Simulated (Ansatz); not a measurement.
# CH₅NO₃Si: how energies converge with the basis set

Aim: see how fast density functionals converge with the basis set for CH₅NO₃Si.

Method: one geometry, several basis sets; program: Ansatz 0.2.0, Gaussian basis.

The runs, in order: PBE0-D4/def2-SVP; ωB97M-V/def2-SVP; PBE0-D4/def2-QZVPP; ωB97M-V/def2-QZVPP; the functionals' def2-TZVPP values are taken from earlier runs.

## 1. The geometry

An earlier PBE0-D4 in a triple-zeta def2 set relaxation fixed the geometry.

SMILES `N[Si](O)(O)C=O`, 11 atoms, charge 0, spin multiplicity 1.

Atoms are counted from 1 here; the program's logs count them from 0.

Bond lengths: N1–Si2 1.687 Å, N1–H7 1.008 Å, N1–H8 1.005 Å, Si2–O3 1.636 Å, Si2–O4 1.645 Å, Si2–C5 1.916 Å, O3–H9 0.959 Å, O4–H10 0.958 Å, C5–O6 1.210 Å, C5–H11 1.117 Å. Angles: Si2–N1–H7 117.7°, Si2–N1–H8 125.1°, H7–N1–H8 113.4°, N1–Si2–O3 114.8°, N1–Si2–O4 114.9°, N1–Si2–C5 102.9°, O3–Si2–O4 103.9°, O3–Si2–C5 110.0°, O4–Si2–C5 110.4°, Si2–O3–H9 116.4°, Si2–O4–H10 116.5°, Si2–C5–O6 121.5°, Si2–C5–H11 119.8°, O6–C5–H11 118.7°.

## 2. PBE0-D4 in def2-SVP

in.yaml reads:

```yaml
crystal:
  periodic: [false, false, false]
  atoms:
    - {symbol: N, position_ang: [-0.145526, -0.356055, -1.526100]}
    - {symbol: Si, position_ang: [0.193041, -0.271886, 0.124042]}
    - {symbol: O, position_ang: [-0.132689, -1.638538, 0.961397]}
    - {symbol: O, position_ang: [1.761983, 0.055245, 0.494510]}
    - {symbol: C, position_ang: [-0.943979, 1.150452, 0.721295]}
    - {symbol: O, position_ang: [-1.671584, 1.742074, -0.043378]}
    - {symbol: H, position_ang: [-0.896977, 0.215373, -1.880089]}
    - {symbol: H, position_ang: [0.083036, -1.130768, -2.123593]}
    - {symbol: H, position_ang: [0.532771, -1.921023, 1.591273]}
    - {symbol: H, position_ang: [2.226616, 0.649494, -0.096735]}
    - {symbol: H, position_ang: [-0.941490, 1.448635, 1.797979]}
basis:
  gaussian: {orbitals: def2-SVP}
hamiltonian: {xc: pbe0, dispersion: d4}
output: {orbitals: {seedname: orbitals}}
```

The runs that follow: ωB97M-V in def2-SVP; PBE0-D4 in def2-QZVPP; ωB97M-V in def2-QZVPP.

Before running them: what should the planned runs give, taken together? Wanted: PBE0-D4: double and triple zeta above quadruple; ωB97M-V: double and triple zeta above quadruple.

As calculated:

| quantity | value |
| --- | --- |
| PBE0-D4: double and triple zeta above quadruple | 14.65, 0.79 eV |
| ωB97M-V: double and triple zeta above quadruple | 14.87, 0.75 eV |

What this shows: PBE0-D4 gains 13.86 eV from double to triple zeta, then 0.79 eV more. These are total energies; as a rule much of such shifts cancels in differences, which this series doesn't test. The LUMO of ωB97M-V is positive and keeps falling with the basis (1.28 to 0.78 eV): an unbound level that the basis holds in place.
